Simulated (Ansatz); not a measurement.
# AlBH4N2: the cost of one run

Computed with Ansatz 0.2.0, Gaussian basis. Level: the settings change from run to run.

## 1. The relaxed structure

The structure was relaxed beforehand with PBE0-D4 in a triple-zeta def2 set.

8 atoms, charge 0, spin multiplicity 1.

Atoms are counted from 1 here; the program's logs count them from 0.

Bond lengths: B1–N2 1.445 Å, B1–N4 1.445 Å, B1–H5 1.199 Å, N2–Al3 1.784 Å, N2–H6 1.000 Å, Al3–N4 1.784 Å, Al3–H7 1.575 Å, N4–H8 1.000 Å. Angles: N2–B1–N4 107.1°, N2–B1–H5 126.5°, N4–B1–H5 126.5°, B1–N2–Al3 85.8°, B1–N2–H6 125.9°, Al3–N2–H6 148.3°, N2–Al3–N4 81.3°, N2–Al3–H7 139.4°, N4–Al3–H7 139.4°, B1–N4–Al3 85.8°, B1–N4–H8 125.9°, Al3–N4–H8 148.3°.

Coordinates:

```xyz
8
AlBH4N2
B    -0.83627    0.37339   -0.22162
N     0.30757    1.07313    0.31623
Al    1.13062   -0.50940    0.27630
N    -0.45353   -1.01147   -0.37316
H    -1.90192    0.85164   -0.49127
H     0.35014    2.04864    0.53075
H     2.53048   -1.13775    0.63085
H    -1.03501   -1.74517   -0.72388
```

## 2. PBE0-DH/6-31++G**

Options: high accuracy.

The input, in.yaml:

```yaml
crystal:
  periodic: [false, false, false]
  atoms:
    - {symbol: B, position_ang: [-0.836266, 0.373386, -0.221615]}
    - {symbol: N, position_ang: [0.307571, 1.073126, 0.316229]}
    - {symbol: Al, position_ang: [1.130624, -0.509398, 0.276295]}
    - {symbol: N, position_ang: [-0.453526, -1.011467, -0.373158]}
    - {symbol: H, position_ang: [-1.901916, 0.851636, -0.491268]}
    - {symbol: H, position_ang: [0.350137, 2.048636, 0.530749]}
    - {symbol: H, position_ang: [2.530481, -1.137747, 0.630851]}
    - {symbol: H, position_ang: [-1.035006, -1.745173, -0.723882]}
basis:
  gaussian: {orbitals: "6-31++G**"}
hamiltonian: {xc: {name: PBE0-DH}}
accuracy: high
output: {forces: true}
```

Command:

```bash
$ ansatz run in.yaml --threads 2 --pin off --events-out ev --progress --plain --max-ram 4352MiB
```

What time and memory should one allow on 2 threads of Arm Neoverse V2, shared host?

About 14 s, with a peak of 0.51 GiB.
